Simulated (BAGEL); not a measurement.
# One shape, several levels: CH2FNOSi (SMILES O=C=N[SiH2]F)

Wanted: a comparison of 4 runs (HF/STO-3G, HF/3-21G, HF/6-31G*, HF/cc-pVDZ) of CH2FNOSi. 

The results are computed with BAGEL 1.2.2.

2 further runs of the same task are left out: 2 set aside as unsound or not needed.

## 1. The molecule

The species is CH2FNOSi (7 atoms), meant as a singlet with charge 0. SMILES: `O=C=N[SiH2]F`. The O1–C2 distance was set to 1.742 Å, away from the relaxed value.

Bond lengths: C2–N3 1.195 Å, N3–Si4 1.694 Å, Si4–F5 1.591 Å, Si4–H6 1.475 Å, Si4–H7 1.475 Å. Angles: C2–N3–Si4 166.0°, N3–Si4–F5 109.2°, N3–Si4–H6 109.0°, N3–Si4–H7 109.0°, F5–Si4–H6 108.2°, F5–Si4–H7 108.2°, H6–Si4–H7 113.2°. A long bond or contact: O1–C2 1.742 Å.

## 2. The energy at HF/STO-3G (density fitting with qzvpp-jkfit) (run 1)

Input file input.json:

```json
{ "bagel" : [

{
  "title" : "molecule",
  "basis" : "sto-3g",
  "df_basis" : "qzvpp-jkfit",
  "angstrom" : true,
  "geometry" : [
    { "atom" : "O", "xyz" : [      -0.707253,      -3.453564,      -0.699954 ] },
    { "atom" : "C", "xyz" : [      -0.306900,      -1.816900,      -0.256100 ] },
    { "atom" : "N", "xyz" : [      -0.019000,      -0.706200,       0.076100 ] },
    { "atom" : "Si", "xyz" : [       0.212100,       0.968300,       0.188900 ] },
    { "atom" : "F", "xyz" : [      -0.420200,       1.671000,      -1.091000 ] },
    { "atom" : "H", "xyz" : [      -0.490300,       1.470300,       1.384800 ] },
    { "atom" : "H", "xyz" : [       1.659300,       1.253600,       0.203700 ] }
  ]
},

{ "title" : "hf" },

{ "title" : "print", "file" : "orbitals.molden", "orbitals" : true }

]}
```

The run is started by

```console
$ BAGEL_NUM_THREADS=1 BAGEL input.json > input.out
```

Standard output:

```text
* using 1 threads per process

  ===============================================================
  ===============================================================

  *** Geometry ***

  { "atom" : "O", "xyz" : [     -1.336514,     -6.526290,     -1.322721 ] },
  { "atom" : "C", "xyz" : [     -0.579957,     -3.433443,     -0.483959 ] },
  { "atom" : "N", "xyz" : [     -0.035905,     -1.334525,      0.143808 ] },
  { "atom" : "Si", "xyz" : [      0.400811,      1.829822,      0.356969 ] },
  { "atom" : "F", "xyz" : [     -0.794063,      3.157732,     -2.061691 ] },
  { "atom" : "H", "xyz" : [     -0.926533,      2.778464,      2.616893 ] },
  { "atom" : "H", "xyz" : [      3.135623,      2.368961,      0.384937 ] },

  Number of auxiliary basis functions:      470

  Since a DF basis is specified, we compute 2- and 3-index integrals:
    o Being stored without compression. Storage requirement is 0.004 GB

  Number of basis functions:       31
  Number of electrons      :       46

    * METHOD: MOLECULE                             0.25

  *** RHF ***

  === Nuclear Repulsion ===
   192.2497284007

      * DIIS with orbital gradients will be used.

  === RHF iteration (sto-3g) ===
      0       -549.31344689          0.03461087           0.03
      1       -548.76716013          0.06851860           0.03
      2       -549.63560678          0.00753734           0.03
      3       -549.65645185          0.00469357           0.03
      4       -549.66453082          0.00162244           0.03
      5       -549.66649463          0.00043854           0.03
      6       -549.66665434          0.00008650           0.03
      7       -549.66666058          0.00001625           0.03
      8       -549.66666076          0.00001000           0.03
      9       -549.66666088          0.00000659           0.03
     10       -549.66666096          0.00000386           0.03
     11       -549.66666099          0.00000208           0.03
     12       -549.66666099          0.00000051           0.03
     13       -549.66666099          0.00000019           0.03
     14       -549.66666099          0.00000009           0.03
     15       -549.66666099          0.00000004           0.03
     16       -549.66666099          0.00000002           0.03
     17       -549.66666099          0.00000001           0.03
     18       -549.66666099          0.00000001           0.03
     19       -549.66666099          0.00000001           0.03
    * SCF iteration converged.

    * Permanent dipole moment:
           (   -0.508405,    -1.623960,    -0.635673) a.u.

    * METHOD: HF                                   0.73

    * METHOD: PRINT                                0.00

  ===============================================================
```

Wall time 1.1 s (1 thread of Arm Neoverse N1, shared host); peak memory 0.081 GiB.

## 3. A single-point energy at HF/3-21G (density fitting with qzvpp-jkfit) (run 2)

Input file hf.json:

```json
{ "bagel": [

{
  "title": "molecule",
  "basis": "3-21g",
  "df_basis": "qzvpp-jkfit",
  "angstrom": true,
  "geometry": [
    { "atom": "O", "xyz": [   -0.707253,   -3.453564,   -0.699954 ] },
    { "atom": "C", "xyz": [   -0.306900,   -1.816900,   -0.256100 ] },
    { "atom": "N", "xyz": [   -0.019000,   -0.706200,    0.076100 ] },
    { "atom": "Si", "xyz": [    0.212100,    0.968300,    0.188900 ] },
    { "atom": "F", "xyz": [   -0.420200,    1.671000,   -1.091000 ] },
    { "atom": "H", "xyz": [   -0.490300,    1.470300,    1.384800 ] },
    { "atom": "H", "xyz": [    1.659300,    1.253600,    0.203700 ] }
  ]
},
{ "title": "hf" },
{ "title": "print", "file": "orbitals.molden", "orbitals": true }

]}
```

The run is started by

```console
$ BAGEL_NUM_THREADS=1 BAGEL hf.json > hf.out
```

Standard output:

```text
* using 1 threads per process

  ===============================================================
  ===============================================================

  *** Geometry ***

  { "atom" : "O", "xyz" : [     -1.336514,     -6.526290,     -1.322721 ] },
  { "atom" : "C", "xyz" : [     -0.579957,     -3.433443,     -0.483959 ] },
  { "atom" : "N", "xyz" : [     -0.035905,     -1.334525,      0.143808 ] },
  { "atom" : "Si", "xyz" : [      0.400811,      1.829822,      0.356969 ] },
  { "atom" : "F", "xyz" : [     -0.794063,      3.157732,     -2.061691 ] },
  { "atom" : "H", "xyz" : [     -0.926533,      2.778464,      2.616893 ] },
  { "atom" : "H", "xyz" : [      3.135623,      2.368961,      0.384937 ] },

  Number of auxiliary basis functions:      470

  Since a DF basis is specified, we compute 2- and 3-index integrals:
    o Being stored without compression. Storage requirement is 0.011 GB

  Number of basis functions:       53
  Number of electrons      :       46

    * METHOD: MOLECULE                             0.26

  *** RHF ***

  === Nuclear Repulsion ===
   192.2497284007

      * DIIS with orbital gradients will be used.

  === RHF iteration (3-21g) ===
      0       -553.28359668          0.03754711           0.05
      1       -553.16891661          0.04552624           0.05
      2       -553.62712497          0.00827371           0.05
      3       -553.64590740          0.00351103           0.05
      4       -553.65360941          0.00156318           0.05
      5       -553.65516378          0.00067602           0.05
      6       -553.65556902          0.00023170           0.05
      7       -553.65560638          0.00003132           0.05
      8       -553.65560708          0.00000975           0.05
      9       -553.65560714          0.00000622           0.05
     10       -553.65560720          0.00000429           0.05
     11       -553.65560723          0.00000292           0.05
     12       -553.65560725          0.00000137           0.05
     13       -553.65560725          0.00000053           0.05
     14       -553.65560725          0.00000025           0.05
     15       -553.65560725          0.00000010           0.05
     16       -553.65560725          0.00000004           0.05
     17       -553.65560725          0.00000002           0.05
     18       -553.65560725          0.00000001           0.05
     19       -553.65560725          0.00000001           0.05
    * SCF iteration converged.

    * Permanent dipole moment:
           (   -0.585649,    -1.334136,    -0.827963) a.u.

    * METHOD: HF                                   1.23

    * METHOD: PRINT                                0.02

  ===============================================================
```

Wall time 1.7 s (1 thread of Arm Neoverse N1, shared host); peak memory 0.085 GiB.

Run 3 isn't shown in full; the table further down has it.

## 4. The energy at HF/cc-pVDZ (density fitting with qzvpp-jkfit) (run 4)

Input file calc.json:

```json
{ "bagel" : [

{
  "title" : "molecule",
  "basis" : "cc-pvdz.json",
  "df_basis" : "qzvpp-jkfit",
  "angstrom" : true,
  "geometry" : [
    { "atom" : "O", "xyz" : [   -0.707253,   -3.453564,   -0.699954 ] },
    { "atom" : "C", "xyz" : [   -0.306900,   -1.816900,   -0.256100 ] },
    { "atom" : "N", "xyz" : [   -0.019000,   -0.706200,    0.076100 ] },
    { "atom" : "Si", "xyz" : [    0.212100,    0.968300,    0.188900 ] },
    { "atom" : "F", "xyz" : [   -0.420200,    1.671000,   -1.091000 ] },
    { "atom" : "H", "xyz" : [   -0.490300,    1.470300,    1.384800 ] },
    { "atom" : "H", "xyz" : [    1.659300,    1.253600,    0.203700 ] }
  ]
},
{
  "title" : "hf"
},
{
  "title" : "print",
  "file" : "orbitals.molden",
  "orbitals" : true
}

]}
```

The basis set cc-pVDZ is read from a file made from the Basis Set Exchange's data (not shown).

The run is started by

```console
$ BAGEL_NUM_THREADS=1 BAGEL calc.json > calc.out
```

Standard output:

```text
* using 1 threads per process

  ===============================================================
  ===============================================================

  *** Geometry ***

  { "atom" : "O", "xyz" : [     -1.336514,     -6.526290,     -1.322721 ] },
  { "atom" : "C", "xyz" : [     -0.579957,     -3.433443,     -0.483959 ] },
  { "atom" : "N", "xyz" : [     -0.035905,     -1.334525,      0.143808 ] },
  { "atom" : "Si", "xyz" : [      0.400811,      1.829822,      0.356969 ] },
  { "atom" : "F", "xyz" : [     -0.794063,      3.157732,     -2.061691 ] },
  { "atom" : "H", "xyz" : [     -0.926533,      2.778464,      2.616893 ] },
  { "atom" : "H", "xyz" : [      3.135623,      2.368961,      0.384937 ] },

  Number of auxiliary basis functions:      470

  Since a DF basis is specified, we compute 2- and 3-index integrals:
    o Being stored without compression. Storage requirement is 0.027 GB

  Number of basis functions:       84
  Number of electrons      :       46

    * METHOD: MOLECULE                             0.36

  *** RHF ***

  === Nuclear Repulsion ===
   192.2497284007

      * DIIS with orbital gradients will be used.

  === RHF iteration (cc-pvdz.json) ===
      0       -556.18997398          0.02333773           0.10
      1       -556.15155315          0.02747888           0.10
      2       -556.62254556          0.00397683           0.09
      3       -556.63681541          0.00192037           0.09
      4       -556.64336820          0.00083469           0.09
      5       -556.64454352          0.00039641           0.09
      6       -556.64490657          0.00019695           0.09
      7       -556.64495725          0.00004026           0.09
      8       -556.64495876          0.00002142           0.09
      9       -556.64495908          0.00000568           0.09
     10       -556.64495911          0.00000296           0.09
     11       -556.64495912          0.00000184           0.09
     12       -556.64495913          0.00000125           0.09
     13       -556.64495914          0.00000086           0.09
     14       -556.64495914          0.00000056           0.09
     15       -556.64495914          0.00000021           0.09
     16       -556.64495914          0.00000008           0.09
     17       -556.64495914          0.00000005           0.09
     18       -556.64495914          0.00000003           0.09
     19       -556.64495914          0.00000001           0.09
     20       -556.64495914          0.00000001           0.09
    * SCF iteration converged.

    * Permanent dipole moment:
           (   -0.607303,    -1.490030,    -0.842185) a.u.

    * METHOD: HF                                   2.20

    * METHOD: PRINT                                0.05

  ===============================================================
```

Wall time 2.8 s (1 thread of Arm Neoverse N1, shared host); peak memory 0.11 GiB.

## 5. The series

```tsv
run	level	energy (Eh)	dipole moment (D)	HOMO energy (eV)	LUMO energy (eV)	wall time
1	HF/STO-3G (density fitting with qzvpp-jkfit)	-549.666661	4.62	-7.49	7.75	1.1 s
2	HF/3-21G (density fitting with qzvpp-jkfit)	-553.655607	4.26	-12.17	2.69	1.7 s
3	HF/6-31G* (density fitting with qzvpp-jkfit, spherical functions)	-556.622021	4.56	-12.66	2.32	2.5 s
4	HF/cc-pVDZ (density fitting with qzvpp-jkfit)	-556.644959	4.62	-12.64	2.29	2.8 s
```

## 6. Results

| quantity | value |
| --- | --- |
| run 4: total energy | -556.64496 Eh |
| run 4: dipole moment | 4.62 D |
| run 4: HOMO energy | -12.64 eV |
| run 4: LUMO energy | 2.29 eV |
| run 4: HOMO–LUMO gap | 14.94 eV |

The dipole moment (its size) runs from 4.26 D (HF/3-21G) to 4.62 D (HF/STO-3G). The HOMO–LUMO gap runs from 14.85 eV (HF/3-21G) to 15.24 eV (HF/STO-3G). In run 1 the basis is minimal, so the values are rough. All runs together took 8.1 s, the longest 2.8 s.
